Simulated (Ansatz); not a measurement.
# C₂HBF₂: ionisation energy by level of theory

Aim: the vertical ionisation energy of C₂HBF₂, as cation minus neutral at the neutral's geometry, on several levels, and how well −ε(HOMO) stands in for it.

Method: unrestricted cation, the program's frozen cores in correlated methods; program: Ansatz 0.2.0, Gaussian basis.

Levels to be run: UKS PBE-D4/def2-TZVPP; UKS r2SCAN-D4/def2-TZVPP; UKS PBE0-D4/def2-TZVPP; UKS B3LYP-D4/def2-TZVPP; UKS wB97X-V/def2-TZVPP; UKS wB97M-V/def2-TZVPP; UKS B2PLYP/def2-TZVPP; UHF-CCSD(T)/def2-TZVPP; UHF-MP2/def2-QZVPP; extrapolation to the limit; then −ε(HOMO) from the neutral's earlier runs with LDA (SPW92), PBE-D4, revPBE-D4, BLYP-D4, r2SCAN-D4, B97M-V, PBE0-D4, B3LYP-D4, r2SCANh-D4, r2SCAN0-D4, HSE06-D4, BHLYP-D4, CAM-B3LYP-D4, LC-ωPBE, ωB97X-V, ωB97M-V.

## (1) The geometry

The geometry comes from an earlier relaxation with PBE0-D4 in a triple-zeta def2 set; it is a stationary point.

SMILES `C#CB(F)F`, 6 atoms, charge 0, spin multiplicity 1.

Atoms are counted from 1 here; the program's logs count them from 0.

Bond lengths: C1–C2 1.203 Å, C1–H6 1.066 Å, C2–B3 1.521 Å, B3–F4 1.316 Å, B3–F5 1.316 Å. Angles: C2–C1–H6 180.0°, C1–C2–B3 180.0°, C2–B3–F4 121.1°, C2–B3–F5 121.1°, F4–B3–F5 117.8°.

## (2) Cation, UKS PBE-D4/def2-TZVPP

in.yaml reads:

```yaml
crystal:
  periodic: [false, false, false]
  atoms:
    - {symbol: C, position_ang: [-0.883678, 0.450763, 1.253421]}
    - {symbol: C, position_ang: [-0.218556, 0.106180, 0.311664]}
    - {symbol: B, position_ang: [0.621960, -0.329248, -0.878437]}
    - {symbol: F, position_ang: [0.153556, -1.179465, -1.766622]}
    - {symbol: F, position_ang: [1.841708, 0.131734, -1.054086]}
    - {symbol: H, position_ang: [-1.472990, 0.756036, 2.087861]}
basis:
  gaussian: {orbitals: def2-TZVPP}
total_charge: 1
magnetization: {spin_polarized: true, initial_magnetization: 1}
hamiltonian: {xc: pbe, dispersion: d4}
```

After this run come: Cation, UKS r2SCAN-D4/def2-TZVPP; Cation, UKS PBE0-D4/def2-TZVPP; Cation, UKS B3LYP-D4/def2-TZVPP; Cation, UKS wB97X-V/def2-TZVPP; Cation, UKS wB97M-V/def2-TZVPP; Cation, UKS B2PLYP (frozen core)/def2-TZVPP; Cation, UHF-CCSD(T)/def2-TZVPP; Cation, UHF-MP2/def2-QZVPP.

Q: Predict the results of all the runs planned. Wanted: ionisation energy, CCSD(T)/CBS; nearest functional by difference; nearest −ε(HOMO); −ε(HOMO) of PBE; T1 of the cation.

**Answer**, as computed:

```
                        quantity               value
  ionisation energy, CCSD(T)/CBS            11.85 eV
nearest functional by difference   B2PLYP (-0.20 eV)
                nearest −ε(HOMO)  LC-ωPBE (-0.08 eV)
                 −ε(HOMO) of PBE             7.61 eV
                T1 of the cation               0.016
```

What this shows: By cation minus neutral, the functionals miss by 0.42 eV at most. The PBE orbital energy is 4.2 eV too small: a semilocal HOMO is no ionisation energy. Among orbital estimates LC-ωPBE comes nearest. Hartree-Fock falls 1.64 eV short, as the neutral has more correlation energy than the cation. The cation may have settled in a state other than its lowest; no search over hole states beyond the program's own was made.
